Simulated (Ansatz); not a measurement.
# CrO2: the cost of one run

Program: Ansatz 0.2.0. Level of theory: DFT PBE+U (U_eff = 6 eV on Cr d), plane waves, PAW. These are calculated values, not measurements.

## (1) The starting structure

Symmetry: P4_2/mnm, No. 136, tetragonal system. Conventional cell: a = 4.421 Å, b = 4.421 Å, c = 2.917 Å, α = 90.00°, β = 90.00°, γ = 90.00°. Around Cr (site symmetry mmm) lie 6 O at 1.88 to 1.92 Å. O (site symmetry m2m) has 3 Cr at 1.88 to 1.92 Å in its first shell of neighbours.

Coordinates:

```
Cr O
1.0
     4.42100    0.00000    0.00000
     0.00000    4.42100    0.00000
     0.00000    0.00000    2.91700
Cr O
2 4
Direct
  0.00000 0.00000 0.00000
  0.50000 0.50000 0.50000
  0.30100 0.30100 0.00000
  0.19900 0.80100 0.50000
  0.69900 0.69900 0.00000
  0.80100 0.19900 0.50000
```

Magnetic order typed: ferromagnetic.

## (2) From atoms, symmetry kept, no search

input.yaml

```yaml
crystal:
  lattice:
    - [4.42100083, 0.0, 0.0]
    - [0.0, 4.42100083, 0.0]
    - [0.0, 0.0, 2.91700055]
  atoms:
    - { symbol: Cr, position: [0.0, 0.0, 0.0], spin: 2.0 }
    - { symbol: Cr, position: [0.5, 0.5, 0.5], spin: 2.0 }
    - { symbol: O, position: [0.301, 0.301, 0.0] }
    - { symbol: O, position: [0.199, 0.801, 0.5] }
    - { symbol: O, position: [0.699, 0.699, 0.0] }
    - { symbol: O, position: [0.801, 0.199, 0.5] }
basis:
  ecutwfc: 420
  ecutrho_ratio: 4
kpoints:
  mp_grid: { grid: [4, 4, 6] }
hamiltonian:
  xc: pbe
  hubbard:
    sites: [{ site: 0, l: d, u_eff: 6.0 }, { site: 1, l: d, u_eff: 6.0 }]
scf:
  occupations: { method: gaussian, width: 0.05 }
  lower_state_search: "off"
  max_iter: 150
output:
  forces: true
  stress: true
  eigenvalues: true
  populations: true
  hubbard: { sites: [{ site: 0, l: d }, { site: 1, l: d }] }
magnetization:
  spin_polarized: true
```

On the command line:

```bash
$ ansatz run input.yaml --threads 4 --pin off --max-ram 6144MiB --backend cpu --events-out ev --progress --plain --runs-dir out
```

**Question.** How long does this run take on 4 threads of Arm Neoverse V2, shared host, and how much memory does it need?

About 2.6 s, with a peak of 0.42 GiB.
